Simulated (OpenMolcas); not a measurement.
**doublet [InNH2F2]−: levels of theory compared**

Aim: a comparison of 6 runs (UHF/STO-3G, UB3LYP/def2-SVPD, UM06-2X/def2-SVPD, UM06-L/def2-SVPD, UPBE0/def2-SVPD, USVWN5/def2-SVPD) of doublet [InNH2F2]−. 

Program for the calculation: OpenMolcas 26.06.

### 1 The molecule

[InNH2F2]−: 6 atoms, total charge -1, spin state doublet. SMILES of the parent species: `[NH2][In]([F])[F]`. Geometry: relaxed at PBE0-D4/def2-TZVP. That shape belongs to the parent species and isn't relaxed for this state.

Bond lengths: N1–In2 1.998 Å, In2–F3 1.935 Å, In2–F4 1.935 Å, N1–H5 1.011 Å, N1–H6 1.011 Å. Angles: N1–In2–F3 124.1°, N1–In2–F4 124.1°, F3–In2–F4 111.4°, In2–N1–H5 114.2°, In2–N1–H6 114.2°, H5–N1–H6 109.1°.

### 2 A single-point energy at UHF/STO-3G (run 1)

The input, test.inp:

```
&GATEWAY
 BasLib = $CurrDir
 Coord
 6
 angstrom
 N       -0.259900       1.155100      -0.280600
 In       0.271400      -0.745700       0.029100
 F        1.862900      -1.284900       0.989000
 F       -0.617400      -2.265700      -0.773500
 H        0.031700       1.791300       0.449400
 H       -1.246600       1.285900      -0.459500
 Basis = STO-3G
 Group = NoSym

&SEWARD

&SCF
 UHF
 Charge = -1
 Spin = 2
 Thresholds = 1e-10 1e-07 1e-07 1e-05
 PrOrbitals = 1 1
```

The basis set STO-3G is read from a file made from the Basis Set Exchange's data (not shown).

Command:

```
$ export MOLCAS_MEM=1860
$ pymolcas test.inp > test.log
```

Output:

```text
--- Start Module: gateway ---
[...]
--- Stop Module: gateway /rc=_RC_ALL_IS_WELL_ ---
--- Start Module: seward ---
[...]
      Basis functions           44
--- Stop Module: seward /rc=_RC_ALL_IS_WELL_ ---
--- Start Module: scf ---
[...]
       Convergence after  23 Iterations
[...]
::    Total SCF energy                              -5933.6352474255
[...]
      Total spin, S                                     0.5092433803
[...]
      Total electronic charge=   77.000000
      Total            charge=   -1.000000
[...]
      Dipole Moment (debye):
      Origin of the operator (angstrom)=    0.2959   -0.7925    0.0207
                   X= -1.4146E-01               Y=  5.4573E-01               Z= -1.0631E-01           Total=  5.7370E-01
      Center of Charge (angstrom)
[...]
--- Stop Module: scf /rc=_RC_ALL_IS_WELL_ ---
[...]
```

Wall time 2.6 s (1 thread of Intel Xeon Platinum 8375C at 2.90GHz (Ice Lake), shared host); peak memory 0.38 GiB.

### 3 The energy at UB3LYP/def2-SVPD (core potential) (run 2)

The input, calc.inp:

```
>>> EXPORT MOLCAS_PRINT=2

&gateway
  baslib
  $CurrDir
  coord
  6
  bohr
  N     -0.49113982     2.18282265    -0.53025715
  In     0.51287167    -1.40916877     0.05499103
  F      3.52037080    -2.42810910     1.86893914
  F     -1.16671691    -4.28155248    -1.46170316
  H      0.05990432     3.38506641     0.84924292
  H     -2.35573259     2.42999882    -0.86832915
  basis
  def2-SVPD
  group
  NoSym

&seward
  gridinput
  Grid=UltraFine
  End of Grid

&scf
  uhf
  charge
  -1
  spin
  2
  ksdft
  B3LYP
  thresholds
  1e-10 1e-07 1e-07 1e-05
  prorbitals
  1
```

The basis set def2-SVPD is read from a file made from the Basis Set Exchange's data (not shown).

Command:

```
$ export MOLCAS_MEM=1860
$ pymolcas calc.inp > calc.log
```

Output:

```text
--- Start Module: gateway ---
[...]
--- Stop Module: gateway /rc=_RC_ALL_IS_WELL_ ---
--- Start Module: seward ---
[...]
      Basis functions          114
--- Stop Module: seward /rc=_RC_ALL_IS_WELL_ ---
[...]
--- Start Module: scf ---
[...]
       Convergence after  23 Iterations
[...]
::    Total KS-DFT energy                            -445.7494035788
[...]
      Total spin, S                                     0.5006554897
[...]
      Dipole Moment (debye):
      Origin of the operator (angstrom)=    0.2959   -0.7925    0.0207
                   X= -5.8068E-01               Y=  1.7730E+00               Z= -1.7075E-01           Total=  1.8735E+00
      Center of Charge (angstrom)
[...]
--- Stop Module: scf /rc=_RC_ALL_IS_WELL_ ---
[...]
```

Wall time 69 s (1 thread of Intel Xeon Platinum 8375C at 2.90GHz (Ice Lake), shared host); peak memory 0.69 GiB.

### 4 The energy at UM06-2X/def2-SVPD (core potential) (run 3)

The input, job.input:

```
&gateway
 baslib=$CurrDir
 coord
 6
 bohr
 N     -0.49113982     2.18282265    -0.53025715
 In     0.51287167    -1.40916877     0.05499103
 F      3.52037080    -2.42810910     1.86893914
 F     -1.16671691    -4.28155248    -1.46170316
 H      0.05990432     3.38506641     0.84924292
 H     -2.35573259     2.42999882    -0.86832915
 basis=def2-SVPD
 group=NoSym

&seward
 gridinput
 Grid=UltraFine
 End of Grid

&scf
 uhf
 charge=-1
 spin=2
 ksdft=M062X
 thresholds=1e-10 1e-07 1e-07 1e-05
 prorbitals=1 1
```

The basis set def2-SVPD is read from a file made from the Basis Set Exchange's data (not shown).

Command:

```
$ export MOLCAS_MEM=1860
$ pymolcas job.input > job.log
```

Output:

```text
--- Start Module: gateway ---
[...]
--- Stop Module: gateway /rc=_RC_ALL_IS_WELL_ ---
--- Start Module: seward ---
[...]
      Basis functions          114
--- Stop Module: seward /rc=_RC_ALL_IS_WELL_ ---
[...]
--- Start Module: scf ---
[...]
       Convergence after  23 Iterations
[...]
::    Total KS-DFT energy                            -445.5100658082
[...]
      Total spin, S                                     0.5018624164
[...]
      Total electronic charge=   49.000000
      Total            charge=   -1.000000
[...]
      Dipole Moment (debye):
      Origin of the operator (angstrom)=    0.2959   -0.7925    0.0207
                   X= -2.3471E-01               Y=  1.7343E+00               Z= -6.3548E-01           Total=  1.8619E+00
      Center of Charge (angstrom)
[...]
--- Stop Module: scf /rc=_RC_ALL_IS_WELL_ ---
[...]
```

Wall time 1.7 min (1 thread of Intel Xeon Platinum 8375C at 2.90GHz (Ice Lake), shared host); peak memory 0.69 GiB.

Runs 4 to 5 aren't shown in full; the table further down has their settings and results.

### 5 The energy at USVWN5/def2-SVPD (core potential) (run 6)

The input, mol.input:

```
&gateway
baslib=$CurrDir
coord
6
bohr
N     -0.49113982     2.18282265    -0.53025715
In     0.51287167    -1.40916877     0.05499103
F      3.52037080    -2.42810910     1.86893914
F     -1.16671691    -4.28155248    -1.46170316
H      0.05990432     3.38506641     0.84924292
H     -2.35573259     2.42999882    -0.86832915
basis=def2-SVPD
group=NoSym
&seward
gridinput
Grid=UltraFine
End of Grid
&scf
uhf
charge=-1
spin=2
ksdft=SVWN5
thresholds=1e-10 1e-07 1e-07 1e-05
prorbitals=1 2
```

The basis set def2-SVPD is read from a file made from the Basis Set Exchange's data (not shown).

Command:

```
$ export MOLCAS_MEM=1860
$ pymolcas mol.input > mol.log
```

Output:

```text
--- Start Module: gateway ---
[...]
--- Stop Module: gateway /rc=_RC_ALL_IS_WELL_ ---
--- Start Module: seward ---
[...]
      Basis functions          114
--- Stop Module: seward /rc=_RC_ALL_IS_WELL_ ---
[...]
--- Start Module: scf ---
[...]
       Convergence after  26 Iterations
[...]
::    Total KS-DFT energy                            -443.6616835300
[...]
      Total spin, S                                     0.5002548940
[...]
      Total electronic charge=   49.000000
      Total            charge=   -1.000000
[...]
      Dipole Moment (debye):
      Origin of the operator (angstrom)=    0.2959   -0.7925    0.0207
                   X= -6.8119E-01               Y=  1.7443E+00               Z= -1.3274E-02           Total=  1.8726E+00
      Center of Charge (angstrom)
[...]
--- Stop Module: scf /rc=_RC_ALL_IS_WELL_ ---
[...]
```

Wall time 50 s (1 thread of Intel Xeon Platinum 8375C at 2.90GHz (Ice Lake), shared host); peak memory 0.69 GiB.

### 6 The series

```tsv
run	level	integration grid	energy (Eh)	HOMO energy (eV)	LUMO energy (eV)	⟨S²⟩	wall time
1	UHF/STO-3G	–	-5933.635247	6.12	14.97	0.769	2.6 s
2	UB3LYP/def2-SVPD (core potential)	UltraFine	-445.749404	1.01	2.33	0.751	69 s
3	UM06-2X/def2-SVPD (core potential)	UltraFine	-445.510066	0.40	2.00	0.754	1.7 min
4	UM06-L/def2-SVPD (core potential)	UltraFine	-445.770656	2.11	2.39	0.752	1.9 min
5	UPBE0/def2-SVPD (core potential)	UltraFine	-445.422534	0.97	2.71	0.752	67 s
6	USVWN5/def2-SVPD (core potential)	UltraFine	-443.661684	1.35	1.69	0.751	50 s
```

### 7 What came out

```
                                 quantity          value
                      run 6: total energy  -443.66168 Eh
run 6: HOMO energy (highest over α and β)        1.35 eV
 run 6: LUMO energy (lowest over α and β)        1.69 eV
                              run 6: ⟨S²⟩          0.751
```

In words: Totals of different functionals can't be ranked against each other. Some runs of one species differ in core potentials or relativity; totals across that change don't compare. In runs 1, 2, 3, 4, 5, 6 the HOMO lies above zero, so the outermost electron may be held by the basis alone. In run 1 the basis is minimal, so the values are rough. In run 1 relativity is left out where basis or elements ask for it. All runs together took 6.7 min, the longest 1.9 min.
